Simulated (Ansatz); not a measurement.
**C2H6Al2: one species, many methods**

The task here is to estimate one member of a computed series from the others.

Computed with Ansatz 0.2.0, Gaussian basis. Level: functionals in def2-TZVPP, the program's frozen cores in correlated methods.

Plan: LDA (SPW92), PBE-D4, revPBE-D4, BLYP-D4, r2SCAN-D4, B97M-V, PBE0-D4, B3LYP-D4, r2SCANh-D4, r2SCAN0-D4, HSE06-D4, BHLYP-D4, CAM-B3LYP-D4, LC-ωPBE, ωB97X-V, ωB97M-V, B2PLYP, PBE-QIDH; CCSD(T)/def2-SVP; CCSD(T)/def2-TZVPP; MP2/def2-QZVPP; extrapolation to the limit; RPA on PBE.

### The geometry

An earlier PBE0-D4 in a triple-zeta def2 set relaxation fixed the geometry.

SMILES `C[CH]1[AlH][AlH]1`, 10 atoms, charge 0, spin multiplicity 1.

Atoms are counted from 1 here; the program's logs count them from 0.

Bond lengths: C1–C2 1.511 Å, C1–H5 1.093 Å, C1–H6 1.095 Å, C1–H7 1.095 Å, C2–Al3 1.957 Å, C2–Al4 1.974 Å, C2–H8 1.139 Å, Al3–Al4 2.432 Å, Al3–H9 1.596 Å, Al4–H10 1.597 Å. Angles: C2–C1–H5 109.9°, C2–C1–H6 112.9°, C2–C1–H7 112.7°, H5–C1–H6 106.8°, H5–C1–H7 106.7°, H6–C1–H7 107.5°, C1–C2–Al3 138.4°, C1–C2–Al4 138.9°, C1–C2–H8 112.0°, Al3–C2–Al4 76.4°, Al3–C2–H8 90.1°, Al4–C2–H8 82.4°, C2–Al3–Al4 52.1°, C2–Al3–H9 136.4°, Al4–Al3–H9 163.5°, C2–Al4–Al3 51.5°, C2–Al4–H10 135.1°, Al3–Al4–H10 170.8°.

Coordinates:

```xyz
10
charge 0, multiplicity 1
C    -1.1952    0.7505   -0.3062
C    -0.0115   -0.1556   -0.0567
Al    0.7935   -1.1329    1.4359
Al    1.8917   -0.2892   -0.5636
H    -1.0967    1.6634    0.2868
H    -1.2804    1.0602   -1.3527
H    -2.1465    0.2906   -0.0199
H    -0.0814   -1.1227   -0.6543
H     0.4082   -1.4516    2.9510
H     2.8014    0.3361   -1.7176
```

The first run:

File in.yaml:

```yaml
crystal:
  periodic: [false, false, false]
  atoms:
    - {symbol: C, position_ang: [-1.195187, 0.750541, -0.306180]}
    - {symbol: C, position_ang: [-0.011457, -0.155639, -0.056694]}
    - {symbol: Al, position_ang: [0.793509, -1.132948, 1.435854]}
    - {symbol: Al, position_ang: [1.891675, -0.289232, -0.563557]}
    - {symbol: H, position_ang: [-1.096709, 1.663416, 0.286791]}
    - {symbol: H, position_ang: [-1.280447, 1.060212, -1.352721]}
    - {symbol: H, position_ang: [-2.146481, 0.290631, -0.019889]}
    - {symbol: H, position_ang: [-0.081374, -1.122688, -0.654343]}
    - {symbol: H, position_ang: [0.408237, -1.451596, 2.951006]}
    - {symbol: H, position_ang: [2.801434, 0.336101, -1.717564]}
basis:
  gaussian: {orbitals: def2-TZVPP}
hamiltonian: {xc: lda}
output: {orbitals: {seedname: orbitals}}
```

Launch:

```bash
$ ansatz run in.yaml --threads 2 --pin off --events-out ev --progress --plain --max-ram 4352MiB
```

Among the steps run: LDA; PBE-D4 (GGA); revPBE-D4 (GGA); BLYP-D4 (GGA); r2SCAN-D4 (meta-GGA); B97M-V (meta-GGA); PBE0-D4 (hybrid); B3LYP-D4 (hybrid); r2SCANh-D4 (hybrid); r2SCAN0-D4 (hybrid); HSE06-D4 (hybrid); BHLYP-D4 (hybrid); CAM-B3LYP-D4 (range-separated); LC-ωPBE (range-separated); ωB97X-V (range-separated); ωB97M-V (range-separated); B2PLYP (double hybrid); PBE-QIDH (double hybrid).

One table of the session follows, with a row left open; its other results are not shown here.

It belongs to the step «Frontier levels by functional». 

| functional | HOMO (eV) | LUMO (eV) | gap (eV) |
| --- | --- | --- | --- |
| LDA (SPW92) | -4.85 | -2.80 | 2.05 |
| PBE-D4 | -4.77 | -2.63 | 2.14 |
| revPBE-D4 | ? | ? | ? |
| BLYP-D4 | -4.62 | -2.46 | 2.16 |
| r2SCAN-D4 | -4.93 | -2.44 | 2.48 |
| B97M-V | -4.95 | -2.53 | 2.41 |
| PBE0-D4 | -5.65 | -1.89 | 3.76 |
| B3LYP-D4 | -5.48 | -2.03 | 3.45 |
| r2SCANh-D4 | -5.25 | -2.18 | 3.07 |
| r2SCAN0-D4 | -5.74 | -1.79 | 3.95 |
| HSE06-D4 | -5.26 | -2.26 | 3.00 |
| BHLYP-D4 | -6.41 | -1.06 | 5.36 |
| CAM-B3LYP-D4 | -6.78 | -0.89 | 5.90 |
| LC-ωPBE | -7.96 | 0.07 | 8.03 |
| ωB97X-V | -7.70 | 0.00 | 7.71 |
| ωB97M-V | -7.48 | -0.21 | 7.27 |

**Question.** Estimate the row for revPBE-D4.

**Answer.** HOMO (eV): -4.73; LUMO (eV): -2.56; gap (eV): 2.17. In the column «HOMO (eV)» it lies between PBE-D4 (-4.77) and BLYP-D4 (-4.62).
